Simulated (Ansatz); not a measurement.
# ZrTiN2: the cost of one run

Computed with Ansatz 0.2.0 (DFT PBEsol, scalar-relativistic, plane waves, PAW, unless a step's input says otherwise).

That is the level of the relaxation; later steps name their own.

## Step 1: The system as given

Symmetry: Imma, No. 74, orthorhombic system. The conventional cell has a = 6.373 Å, b = 9.013 Å, c = 6.373 Å, α = 90.00°, β = 90.00°, γ = 90.00°. Ti (site symmetry 2/m) has 6 N at 2.25 Å as nearest neighbours. Zr (site symmetry 2/m) has 6 N at 2.25 Å as nearest neighbours. N (site symmetry 2) has 3 Ti at 2.25 Å and 3 Zr at 2.25 Å as nearest neighbours. N (site symmetry mm2) has 2 Ti at 2.25 Å and 4 Zr at 2.25 Å as nearest neighbours. N (site symmetry mm2) has 4 Ti at 2.25 Å and 2 Zr at 2.25 Å as nearest neighbours.

As a file:

```cif
data_structure
_symmetry_space_group_name_H-M 'Imma'
_symmetry_Int_Tables_number 74
_cell_length_a 6.3728
_cell_length_b 9.0125
_cell_length_c 6.3728
_cell_angle_alpha 90.000
_cell_angle_beta 90.000
_cell_angle_gamma 90.000
_cell_volume 366.03
loop_
_atom_site_label
_atom_site_type_symbol
_atom_site_symmetry_multiplicity
_atom_site_Wyckoff_symbol
_atom_site_fract_x
_atom_site_fract_y
_atom_site_fract_z
_atom_site_occupancy
Ti1 Ti 4 c 0.25000 0.75000 0.75000 1
Ti2 Ti 4 a 0.00000 0.00000 0.00000 1
Zr1 Zr 4 b 0.50000 0.50000 0.00000 1
Zr2 Zr 4 d 0.25000 0.75000 0.25000 1
N1 N 8 g 0.25000 0.50000 0.25000 1
N2 N 4 e 0.50000 0.25000 0.00000 1
N3 N 4 e 0.00000 0.75000 0.00000 1
```

(A quick probe on a coarse mesh, which set the mesh and smearing, is not shown.)

## Step 3: Coarse relaxation

File input.yaml:

```yaml
crystal:
  lattice:
    - [-4.50627439, 4.50627439, 0.0]
    - [-4.50627439, 0.0, 4.50627439]
    - [0.0, 4.50627439, 4.50627439]
  atoms:
    - { symbol: Ti, position: [0.75, 0.75, 0.75] }
    - { symbol: Ti, position: [0.25, 0.75, 0.75] }
    - { symbol: Ti, position: [0.75, 0.25, 0.75] }
    - { symbol: Zr, position: [0.75, 0.75, 0.25] }
    - { symbol: Zr, position: [0.25, 0.25, 0.75] }
    - { symbol: Ti, position: [0.25, 0.75, 0.25] }
    - { symbol: Zr, position: [0.75, 0.25, 0.25] }
    - { symbol: Zr, position: [0.25, 0.25, 0.25] }
    - { symbol: "N", position: [0.0, 0.0, 0.0] }
    - { symbol: "N", position: [0.5, 0.0, 0.0] }
    - { symbol: "N", position: [0.0, 0.5, 0.0] }
    - { symbol: "N", position: [0.0, 0.0, 0.5] }
    - { symbol: "N", position: [0.5, 0.5, 0.0] }
    - { symbol: "N", position: [0.5, 0.0, 0.5] }
    - { symbol: "N", position: [0.0, 0.5, 0.5] }
    - { symbol: "N", position: [0.5, 0.5, 0.5] }
basis:
  ecutwfc: 420
kpoints:
  mp_grid: { grid: [4, 4, 4] }
hamiltonian:
  xc: pbesol
scf:
  occupations: { method: gaussian, width: 0.1 }
output:
  forces: true
  stress: true
  eigenvalues: true
relax:
  adjacent_minimum: "off"
  f_tol: 0.05
  max_steps: 80
  cell: { stress_tol: 0.5 }
```

Run with:

```sh
ansatz run input.yaml --threads 4 --pin off --max-ram 10240MiB --backend cpu --events-out ev --progress --plain --runs-dir out
```

**Question.** How long does this run take on 4 threads of Arm Neoverse N1, shared host, and how much memory does it need?

About 52 s, with a peak of 0.85 GiB.
